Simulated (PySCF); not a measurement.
**PBE0/ma-def2-SVP run of CH6NPSi (SMILES C1NP[SiH2]1)**

Aim: the vertical ionisation energy of CH6NPSi at PBE0/ma-def2-SVP, from 2 runs. Input form: a Python script.

Program for the calculation: PySCF 2.14.0.

## (1) The molecule

CH6NPSi: 10 atoms, total charge 0, spin state singlet. SMILES: `C1NP[SiH2]1`. The coordinates come from a PBE0-D4/def2-TZVP relaxation.

Bond lengths: C1–N2 1.466 Å, N2–P3 1.737 Å, C1–Si4 1.900 Å, P3–Si4 2.263 Å, C1–H5 1.094 Å, C1–H6 1.100 Å, N2–H7 1.012 Å, P3–H8 1.446 Å, Si4–H9 1.486 Å, Si4–H10 1.487 Å. Some angles: C1–N2–P3 108.8°, N2–C1–Si4 91.6°, N2–P3–Si4 73.5°, C1–Si4–P3 77.1°, C1–N2–H7 117.6°, P3–N2–H7 119.0°, N2–C1–H5 113.0°, N2–C1–H6 113.4°, Si4–C1–H5 118.7°, Si4–C1–H6 110.6°.

## (2) The energy at PBE0/ma-def2-SVP

The input, run.py:

```python
from pyscf import gto, dft

molecule = gto.M(
    atom='''
C     -0.518900     0.753700    -0.280300
N      0.388700     0.867200     0.865200
P      0.973900    -0.716000     1.275900
Si     0.382300    -0.797300    -0.907400
H     -0.525900     1.647300    -0.910700
H     -1.554200     0.512400     0.003600
H      0.126500     1.500500     1.609100
H     -0.253100    -1.393600     1.631500
H      1.493100    -0.499900    -1.848100
H     -0.429200    -1.925500    -1.435800
''',
    basis='ma-def2-svp',
    max_memory=1860,
    verbose=3,
)

mf = dft.RKS(molecule)
mf.xc = 'pbe0'
mf.grids.level = 4
mf.conv_tol = 1e-10
mf.kernel()
if not mf.converged:
    mf = mf.newton().run(mf.mo_coeff, mf.mo_occ)

e_final = mf.e_tot
print(f'total energy: {e_final:.8f} hartree')
```

Command:

```bash
$ OMP_NUM_THREADS=1 python run.py
```

The program printed:

```text
converged SCF energy = -726.643616425244
total energy: -726.64361643 hartree
```

Run time: 15 s. Hardware: 1 thread of Arm Neoverse V2, shared host; peak memory 0.47 GiB.

## (3) The doublet cation at the same level

The input, input.py:

```python
from pyscf import gto, dft

mol = gto.M(
    atom=[
    ('C', (-0.518900, 0.753700, -0.280300)),
    ('N', (0.388700, 0.867200, 0.865200)),
    ('P', (0.973900, -0.716000, 1.275900)),
    ('Si', (0.382300, -0.797300, -0.907400)),
    ('H', (-0.525900, 1.647300, -0.910700)),
    ('H', (-1.554200, 0.512400, 0.003600)),
    ('H', (0.126500, 1.500500, 1.609100)),
    ('H', (-0.253100, -1.393600, 1.631500)),
    ('H', (1.493100, -0.499900, -1.848100)),
    ('H', (-0.429200, -1.925500, -1.435800)),
],
    spin=1,
    verbose=3,
    charge=1,
    max_memory=1860,
    basis='ma-def2-svp',
)

myscf = dft.UKS(mol)
myscf.xc = 'pbe0'
myscf.grids.level = 4
myscf.conv_tol = 1e-10
myscf.kernel()
if not myscf.converged:
    myscf = myscf.newton().run(myscf.mo_coeff, myscf.mo_occ)

e_tot = myscf.e_tot
print('Final energy', e_tot)
```

Command:

```bash
$ OMP_NUM_THREADS=1 python input.py
```

The program printed:

```text
WARN: HOMO -0.266671640407091 >= LUMO -0.26667164040709

converged SCF energy = -726.322203506715  <S^2> = 0.75822924  2S+1 = 2.0082124
Final energy -726.3222035067153
```

Wall time 38 s (1 thread of Arm Neoverse V2, shared host); peak memory 0.49 GiB.

## (4) Results

At PBE0/ma-def2-SVP:

```
                                          quantity          value
                     singlet CH6NPSi: total energy  -726.64362 Eh
                    singlet CH6NPSi: dipole moment         1.90 D
                      singlet CH6NPSi: HOMO energy       -6.72 eV
                      singlet CH6NPSi: LUMO energy       -0.54 eV
                    singlet CH6NPSi: HOMO–LUMO gap        6.18 eV
                      doublet cation: total energy  -726.32220 Eh
doublet cation: HOMO energy (highest over α and β)      -13.15 eV
 doublet cation: LUMO energy (lowest over α and β)      -10.78 eV
                              doublet cation: ⟨S²⟩          0.758
vertical ionisation energy (to the doublet cation)       8.746 eV
```

Removing an electron at fixed nuclei costs 8.75 eV (202 kcal/mol). −ε(HOMO) before ionisation, 6.72 eV, is 2.03 eV below this ionisation energy.
